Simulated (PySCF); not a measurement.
# C2H6O2Si: the cost of one run

Computed with PySCF 2.14.0, with density-fitted response routines of our own, on a single molecule in the gas phase. Atoms are numbered from 0 throughout.

### 1 The starting structure

11 atoms, charge 0, multiplicity 1; geometry from: GFN2-xTB. The atoms were then displaced at random by about 0.03 Å, so the start is not that level's minimum.

Bonds of the start (Å): C0–C1 1.45, C1–O2 1.22, C1–O3 1.41, O3–Si4 1.57, C0–H5 1.06, C0–H6 1.16, C0–H7 1.07, Si4–H8 1.53, Si4–H9 1.45, Si4–H10 1.41.

### 2 Geometry optimisation at PBE0-D3(BJ)/def2-SVP

What the job is given:

```
{"job": {"xc": "PBE0", "basis": "def2-SVP", "d3": "d3bj", "grid": 1, "shake": 0.03, "kind": "geom"}, "charge": 0, "multiplicity": 1}
C     -1.846650     0.011100     0.535760
C     -0.599230     0.075270    -0.195880
O     -0.499410     0.267570    -1.394130
O      0.543060    -0.136650     0.608340
Si     2.012270    -0.153210     0.054820
H     -2.445880    -0.820470     0.277380
H     -2.482570     0.913860     0.169430
H     -1.713970     0.166290     1.581890
H      2.653990    -0.390440     1.424060
H      2.310140     1.181710    -0.420210
H      2.177160    -1.195190    -0.877580
```

Command:

```
OMP_NUM_THREADS=1 python probes_run.py task.json out
```

The driver reads the jobs from task.json and runs them one after another.

Q: Estimate the wall time and peak memory of this first job on 1 thread of Intel Xeon Platinum 8488C, shared host.

About 62 s, with a peak of 0.42 GiB.
